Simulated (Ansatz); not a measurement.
# Si₂H₃Br: single points off equilibrium

An exercise on one series of results from a longer session: the logs are not shown, and one member is left open.

The runs use Ansatz 0.2.0, Gaussian basis; single points in def2-TZVPP.

Correlated methods freeze the cores. Filled d shells of the heavier atoms are correlated. B3LYP uses VWN-RPA correlation.

## The starting structure

SMILES `[SiH2]=[SiH]Br`, 6 atoms, charge 0, spin multiplicity 1.

Atoms are counted from 1 here; the program's logs count them from 0.

Bond lengths: Si1–Si2 2.155 Å, Si1–H4 1.498 Å, Si1–H5 1.399 Å, Si2–Br3 2.309 Å, Si2–H6 1.537 Å. Angles: Si2–Si1–H4 122.6°, Si2–Si1–H5 116.0°, H4–Si1–H5 106.3°, Si1–Si2–Br3 112.0°, Si1–Si2–H6 117.3°, Br3–Si2–H6 97.5°.

Coordinates:

```
Si   -0.7121    0.2815   -0.7940
Si    0.4098   -0.1027    1.0056
Br    1.9355   -1.8125    0.7247
H    -1.2913   -0.8156   -1.6340
H    -1.6984    1.2702   -0.7035
H     1.4028    0.9787    1.4611
```

Set-up of the first run:

run/in.yaml

```yaml
crystal:
  periodic: [false, false, false]
  atoms:
    - {symbol: Si, position_ang: [-0.712100, 0.281500, -0.794000]}
    - {symbol: Si, position_ang: [0.409800, -0.102700, 1.005600]}
    - {symbol: Br, position_ang: [1.935500, -1.812500, 0.724700]}
    - {symbol: H, position_ang: [-1.291300, -0.815600, -1.634000]}
    - {symbol: H, position_ang: [-1.698400, 1.270200, -0.703500]}
    - {symbol: H, position_ang: [1.402800, 0.978700, 1.461100]}
basis:
  gaussian: {orbitals: def2-TZVPP}
correlation: {method: ccsd_t}
output: {forces: true}
```

No record of the launch command was kept for these runs.

Among the steps run: CCSD(T)/def2-TZVPP; PBE0-D4/def2-TZVPP; wB97M-V/def2-TZVPP; r2SCAN-D4/def2-TZVPP; PBE-D4/def2-TZVPP; SPW92/def2-TZVPP; B3LYP-D4/def2-TZVPP.

One of the session's tables, all rows but one given; the rest of the session is left out.

```
   method  RMS force component (eV/Å)  angle to CCSD(T) forces (°)  dipole (D)
  CCSD(T)                       0.883                    reference        2.06
  PBE0-D4                           ?                            ?           ?
  wB97M-V                       0.812                         10.1        2.23
r2SCAN-D4                       0.829                          7.3        1.95
   PBE-D4                       0.820                         12.3        1.81
    SPW92                       0.826                         17.9        1.87
 B3LYP-D4                       0.808                          5.6        2.07
```

**Question.** Estimate the row for PBE0-D4.

The run gave: RMS force component (eV/Å): 0.838; angle to CCSD(T) forces (°): 9.1; dipole (D): 2.06. In the column «RMS force component (eV/Å)» it lies between r2SCAN-D4 (0.829) and CCSD(T) (0.883).
